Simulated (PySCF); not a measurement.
# TaNF₂: relaxation and vibrations of the singlet

Where does singlet TaNF₂ go from a trigonal planar start, is the end point a minimum, and what are its modes, charges and moments?

Computed with PySCF 2.14.0. Level: PBE0, basis Ta def2-TZVP with ECP60, N def2-TZVP, F def2-TZVP, scalar-relativistic core potentials, no spin–orbit coupling, density fitting.

### Step 1. The system as given

4 atoms, charge 0, spin multiplicity 1.

Bond lengths: Ta1–N2 1.860 Å, Ta1–F3 2.100 Å, Ta1–F4 2.100 Å. Angles: N2–Ta1–F3 120.0°, N2–Ta1–F4 120.0°, F3–Ta1–F4 120.0°.

```xyz
4
charge 0 multiplicity 1
Ta    0.0000    0.0000    0.0595
N     0.0000    0.0000    1.9195
F    -1.8187    0.0000   -0.9906
F     1.8187    0.0000   -0.9906
```

### Step 2. The SCF at the typed geometry

The steps below are one call of a driver around PySCF. For each, scf.py gives the equivalent set-up of the SCF; relaxations use the driver's own optimiser. After this first run the driver tries any further starts and a stability analysis.

File scf.py:

```python
from pyscf import gto, scf, dft
mol = gto.M(atom='''
Ta    -0.000000     0.000000     0.059460
N     -0.000010     0.000000     1.919460
F     -1.818650     0.000000    -0.990550
F      1.818680     0.000000    -0.990570''',
    basis={'Ta': 'def2-TZVP', 'N': 'def2-TZVP', 'F': 'def2-TZVP'},
    ecp={'Ta': 'def2-TZVP'},
    charge=0, spin=0)
mf = dft.RKS(mol, xc='PBE0')
mf.grids.atom_grid = (50, 194)
aux = {'Ta': 'def2-universal-JKFIT', 'N': 'def2-universal-JKFIT', 'F': 'def2-universal-JKFIT'}
mf = mf.density_fit(auxbasis=aux)
mf.conv_tol = 1e-08
mf.diis_space = 10
mf.max_cycle = 60
mf.init_guess = 'minao'
mf.verbose = 4
mf.kernel()
```

On the command line:

```bash
$ OMP_NUM_THREADS=4 python axn.py task.json out
```

Log (excerpt; [...] marks lines left out):

```text
[... the frontier levels of the middle cycles are left out ...]
init E= -291.757343272078
  HOMO = -0.475578058439326  LUMO = -0.379766286670112  gap/eV = 2.60717
cycle= 1 E= -311.163991993578  delta_E= -19.4  |g|= 0.893  |ddm|= 6.44
  HOMO = -0.203802601548168  LUMO = -0.200178114396756  gap/eV = 0.09863
cycle= 2 E= -309.726562002708  delta_E= 1.44  |g|= 2.81  |ddm|= 1.95
  HOMO = -0.280697047064043  LUMO = -0.14181923632632  gap/eV = 3.77906
cycle= 3 E= -311.136524977734  delta_E= -1.41  |g|= 0.825  |ddm|= 1.81
cycle= 4 E= -311.274254036491  delta_E= -0.138  |g|= 0.363  |ddm|= 0.568
cycle= 5 E= -311.30162137716  delta_E= -0.0274  |g|= 0.0977  |ddm|= 0.217
cycle= 6 E= -311.303440429347  delta_E= -0.00182  |g|= 0.0295  |ddm|= 0.0623
cycle= 7 E= -311.303662034524  delta_E= -0.000222  |g|= 0.00448  |ddm|= 0.0231
cycle= 8 E= -311.30367207931  delta_E= -1e-05  |g|= 0.0012  |ddm|= 0.00764
cycle= 9 E= -311.303675044079  delta_E= -2.96e-06  |g|= 0.000981  |ddm|= 0.00584
cycle= 10 E= -311.303676279196  delta_E= -1.24e-06  |g|= 0.000612  |ddm|= 0.00474
cycle= 11 E= -311.303676466759  delta_E= -1.88e-07  |g|= 0.000121  |ddm|= 0.00163
cycle= 12 E= -311.303676485935  delta_E= -1.92e-08  |g|= 1.96e-05  |ddm|= 0.000719
cycle= 13 E= -311.303676486597  delta_E= -6.62e-10  |g|= 6.28e-06  |ddm|= 0.000131
  HOMO = -0.287996026317857  LUMO = -0.190538105263979  gap/eV = 2.65197
Extra cycle  E= -311.303676486488  delta_E= 1.09e-10  |g|= 2.36e-05  |ddm|= 1.76e-05
converged SCF energy = -311.303676486488
```

This step, with its further starts and checks, took 11 s on 4 threads of Arm Neoverse V1, shared host.

The starts that the driver tried:

```
                      start  energy (Eh)
    the minimal-basis guess  -311.303676
a thermally smeared density  -311.303676
      a smeared PBE density  -311.303676
```

No lower closed-shell solution turned up from the other starts or in the test of internal stability.

### Step 3. Relaxation: trigonal planar start, singlet

The program finds C2v symmetry in the start, which this walk keeps.

scf.py, as its differences from that of step 2:

```diff
@@ -3,4 +3,4 @@
-Ta    -0.000000     0.000000     0.059460
-N     -0.000010     0.000000     1.919460
-F     -1.818650     0.000000    -0.990550
-F      1.818680     0.000000    -0.990570''',
+Ta    -0.000000     0.000000     0.059463
+N     -0.000002     0.000000     1.919463
+F     -1.818664     0.000000    -0.990559
+F      1.818666     0.000000    -0.990556''',
@@ -17 +16,0 @@
-mf.init_guess = 'minao'
```

Steps of the walk:

```
step  energy (Eh)  change (kJ/mol)  largest symmetric gradient (Eh/bohr)
   0  -311.303676             0.00                               0.14385
   1  -311.356099          -137.63                               0.03170
   2  -311.363112          -156.05                               0.02152
   3  -311.365654          -162.72                               0.00371
   4  -311.365914          -163.40                               0.00211
   5  -311.365939          -163.47                               0.00041
   6  -311.365939          -163.47                               0.00004
```

The walk took 16 s.

Positions (Å) and forces (eV/Å) along the way:

```
step 0
Ta   0.000   0.000   0.059   0.000   0.000   3.244
N    0.000   0.000   1.919   0.000   0.000  -7.397
F   -1.819   0.000  -0.991   2.744   0.000   2.076
F    1.819   0.000  -0.991  -2.744   0.000   2.076
step 1
Ta   0.000   0.000   0.056   0.000   0.000  -1.630
N    0.000   0.000   1.743   0.000   0.000  -0.605
F   -1.733   0.000  -0.901   1.018   0.000   1.117
F    1.733   0.000  -0.901  -1.018   0.000   1.117
step 3
Ta   0.000   0.000  -0.068   0.000   0.000   0.007
N    0.000   0.000   1.614   0.000   0.000  -0.191
F   -1.780   0.000  -0.774  -0.089   0.000   0.092
F    1.780   0.000  -0.774   0.089   0.000   0.092
step 6
Ta   0.000   0.000  -0.094   0.000   0.000  -0.002
N    0.000   0.000   1.584   0.000   0.000   0.001
F   -1.803   0.000  -0.746   0.000   0.000   0.000
F    1.803   0.000  -0.746   0.000   0.000   0.000
```

End point (C2v, 6 steps, 163.5 kJ/mol gained): Ta–F 1.917 Å (×2), Ta–N 1.678 Å; F–Ta–F 140.3°, F–Ta–N 109.9° (×2).

### Step 4. Frequencies

The point is checked on the finer grid, and tightened if its gradient asks for it. The Hessian and the dipole derivatives come from central differences of analytic gradients, with steps of 0.02 bohr.

scf.py, as its differences from that of step 3:

```diff
@@ -3,4 +3,4 @@
-Ta    -0.000000     0.000000     0.059463
-N     -0.000002     0.000000     1.919463
-F     -1.818664     0.000000    -0.990559
-F      1.818666     0.000000    -0.990556''',
+Ta    -0.000000     0.000000     0.005050
+N     -0.000002     0.000000     1.682933
+F     -1.802981     0.000000    -0.645907
+F      1.802983     0.000000    -0.645903''',
@@ -11 +11 @@
-mf.grids.atom_grid = (50, 194)
+mf.grids.atom_grid = (75, 302)
@@ -14 +14 @@
-mf.conv_tol = 1e-08
+mf.conv_tol = 1e-10
```

This SCF starts from the last density.

SCF at the final geometry:

```text
init E= -311.365726043099
  HOMO = -0.285667186401133  LUMO = -0.158781391745883  gap/eV = 3.45274
cycle= 1 E= -311.365726043038  delta_E= 6.11e-11  |g|= 1.83e-05  |ddm|= 1.22e-05
  HOMO = -0.285663569264062  LUMO = -0.158782653587938  gap/eV = 3.45261
cycle= 2 E= -311.365726042298  delta_E= 7.4e-10  |g|= 6.13e-05  |ddm|= 3.71e-05
  HOMO = -0.285666456205266  LUMO = -0.158781485349227  gap/eV = 3.45272
cycle= 3 E= -311.365726043102  delta_E= -8.04e-10  |g|= 5.34e-06  |ddm|= 2.99e-05
  HOMO = -0.285666404168704  LUMO = -0.158781634191577  gap/eV = 3.45271
cycle= 4 E= -311.365726043107  delta_E= -4.6e-12  |g|= 2.65e-07  |ddm|= 2.28e-06
  HOMO = -0.285666351117086  LUMO = -0.158781617076336  gap/eV = 3.45271
Extra cycle  E= -311.365726043105  delta_E= 2.1e-12  |g|= 3.56e-07  |ddm|= 5.81e-07
converged SCF energy = -311.365726043105
```

The whole step took 43 s.

Geometry: C2v; Ta–F 1.917 Å (×2), Ta–N 1.678 Å; F–Ta–F 140.3°, F–Ta–N 109.9° (×2).

Harmonic modes (main isotopes):

```
symmetry  ω (cm⁻¹)  IR (km/mol)
      b1      120i         92.6
      a1       175          8.1
      b2       302          3.0
      a1       633         58.7
      b2       641          202
      a1      1108          104
```

With 1 mode imaginary (up to 120i cm⁻¹) this point is a saddle.

Properties at this point:

| Item | Value |
| --- | --- |
| Dipole moment | 3.31 D |
| Highest occupied level | -7.77 eV |
| Lowest empty level | -4.32 eV |
| Rotational constants | 0.3036, 0.1365, 0.09416 cm⁻¹ |
| Zero-point energy (real modes) | 17.1 kJ/mol |
| Principal polarisabilities | 25.1, 36.0, 47.0 bohr³ |
| Atomisation energy without zero-point energy | 1699 kJ/mol |
| Principal traceless quadrupole moments about the centre of mass | -9.41, -5.87, 15.28 D Å |

Charges (e) and bond orders:

```tsv
atom	Mulliken	Löwdin	polar tensor	Mayer order to Ta1
Ta1	1.37	0.92	2.29	–
N2	-0.49	-0.36	-0.82	2.94
F3,4	-0.44	-0.28	-0.73	0.91
```

Outer orbital energies (eV). occupied: -12.88, -12.56, -12.13, -12.13, -11.91, -8.74, -7.87, -7.77; empty: -4.32, -2.28, -1.16, 0.10.

Mulliken populations on Ta1 (outside its core potential): s 2.19, p 6.29, d 3.00, f 0.15.

### Step 5. Downhill along the imaginary mode

The atoms are moved a little along the softest imaginary mode and relaxed again.

The program finds Cs symmetry in the start, which this walk keeps.

scf.py, as its differences from that of step 4:

```diff
@@ -3,4 +3,4 @@
-Ta    -0.000000     0.000000     0.005050
-N     -0.000002     0.000000     1.682933
-F     -1.802981     0.000000    -0.645907
-F      1.802983     0.000000    -0.645903''',
+Ta    -0.000000     0.069215     0.005317
+N     -0.000002    -0.250000     1.683200
+F     -1.802981    -0.237480    -0.645639
+F      1.802983    -0.237480    -0.645635''',
@@ -11 +11 @@
-mf.grids.atom_grid = (75, 302)
+mf.grids.atom_grid = (50, 194)
@@ -14 +14 @@
-mf.conv_tol = 1e-10
+mf.conv_tol = 1e-08
```

The optimiser's trace:

```csv
step,energy (Eh),change (kJ/mol),largest symmetric gradient (Eh/bohr)
0,-311.366484,0.00,0.03295
1,-311.370076,-9.43,0.00669
2,-311.371472,-13.10,0.01421
3,-311.372918,-16.89,0.00350
4,-311.373533,-18.51,0.00115
5,-311.373587,-18.65,0.00084
6,-311.373588,-18.65,0.00011
```

The walk took 16 s.

After 6 steps and 18.7 kJ/mol it ends at Cs: Ta–F 1.891 Å (×2), Ta–N 1.685 Å; F–Ta–F 113.5°, F–Ta–N 105.7° (×2).

### Step 6. Frequencies

As before: finer grid, then central differences.

scf.py, as its differences from that of step 5:

```diff
@@ -3,4 +3,4 @@
-Ta    -0.000000     0.069215     0.005317
-N     -0.000002    -0.250000     1.683200
-F     -1.802981    -0.237480    -0.645639
-F      1.802983    -0.237480    -0.645635''',
+Ta    -0.000000     0.139802     0.036507
+N     -0.000002    -0.468336     1.608228
+F     -1.584107    -0.508415    -0.768355
+F      1.584108    -0.508415    -0.768352''',
@@ -11 +11 @@
-mf.grids.atom_grid = (50, 194)
+mf.grids.atom_grid = (75, 302)
@@ -14 +14 @@
-mf.conv_tol = 1e-08
+mf.conv_tol = 1e-10
```

SCF at the final geometry:

```text
init E= -311.373656722557
  HOMO = -0.280012895684816  LUMO = -0.144441447286098  gap/eV = 3.68909
cycle= 1 E= -311.37365672256  delta_E= -3.13e-12  |g|= 1.81e-06  |ddm|= 1.96e-06
  HOMO = -0.280012759836662  LUMO = -0.144441757375169  gap/eV = 3.68907
Extra cycle  E= -311.373656722552  delta_E= 8.41e-12  |g|= 5.92e-06  |ddm|= 3.89e-06
converged SCF energy = -311.373656722552
```

The whole step took 50 s on 4 threads of Arm Neoverse V1, shared host.

Geometry: Cs; Ta–F 1.891 Å (×2), Ta–N 1.685 Å; F–Ta–F 113.8°, F–Ta–N 105.9° (×2).

Modes, for the most abundant isotopes:

```tsv
symmetry	ω (cm⁻¹)	IR (km/mol)	μ (u)
a'	130	29.7	21.29
a'	243	15.1	18.40
a''	306	7.0	15.86
a''	654	152	21.78
a'	659	82.3	20.24
a'	1089	61.6	14.98
```

No imaginary mode, so this is a minimum.

Properties at this point:

| Item | Value |
| --- | --- |
| Dipole moment | 5.79 D |
| Highest occupied level | -7.62 eV |
| Lowest empty level | -3.93 eV |
| Rotational constants | 0.2238, 0.1517, 0.1088 cm⁻¹ |
| Zero-point energy | 18.4 kJ/mol |
| Principal polarisabilities | 25.9, 34.8, 51.9 bohr³ |
| Atomisation energy without zero-point energy | 1719 kJ/mol |
| Principal traceless quadrupole moments about the centre of mass | -7.57, -4.06, 11.63 D Å |
| Entropy at 298.15 K and 1 bar | 312.7 J/(mol K) |
| Heat capacity Cp at 298.15 K | 64.6 J/(mol K) |
| Enthalpy at 298.15 K above 0 K | 14.84 kJ/mol |
| Rotational symmetry number | 1 |

Populations by atom (charges in e):

```
atom  Mulliken  Löwdin  polar tensor  Mayer order to Ta1
 Ta1      1.30    0.86          2.00                   –
  N2     -0.48   -0.36         -0.69                2.93
F3,4     -0.41   -0.25         -0.65                0.96
```

Mulliken populations on Ta1 (outside its core potential): s 2.25, p 6.25, d 3.05, f 0.14.

### Step 7. Would spin polarisation lower it?

At the lowest minimum the closed shell is tested against spin polarisation, on the (50, 194) grid. It is stable.

### Step 8. The points found, side by side

| spin | group | bonds | imaginary modes (cm⁻¹) | ΔE (kJ/mol) | with zero-point energy |
| --- | --- | --- | --- | --- | --- |
| singlet | Cs | Ta–F 1.891 Å (×2), Ta–N 1.685 Å | none | 0.0 | 0.0 |
| singlet | C2v | Ta–F 1.917 Å (×2), Ta–N 1.678 Å | 120i | 20.8 | – |

### Step 9. What came out

| quantity | value |
| --- | --- |
| minimum | singlet, Cs |
| geometry | Ta–F 1.891 Å (×2), Ta–N 1.685 Å; F–Ta–F 113.8°, F–Ta–N 105.9° (×2) |
| wavenumbers (cm⁻¹) | 130 (a'), 243 (a'), 306 (a''), 654 (a''), 659 (a'), 1089 (a') |
| dipole moment | 5.79 D |
| highest occupied, lowest empty level | -7.62, -3.93 eV |
| polar-tensor charge of Ta1 | +2.00 e |
| zero-point energy | 18.4 kJ/mol |
| entropy at 298.15 K | 312.7 J/(mol K) |
| atomisation energy (no zero-point energy) | 1719 kJ/mol |

In words: From C2v at the start the molecule goes to a Cs minimum, after a stop at a saddle point 20.8 kJ/mol higher, from which it was pushed off along an imaginary mode. In the infrared the band at 654 cm⁻¹ (a'', stretch) leads. With 5.8 D the molecule is strongly polar. Other starts or spin states, not run here, may lie lower. With an element this heavy the missing spin–orbit coupling can shift these numbers.

The search up to here took 2.3 min.
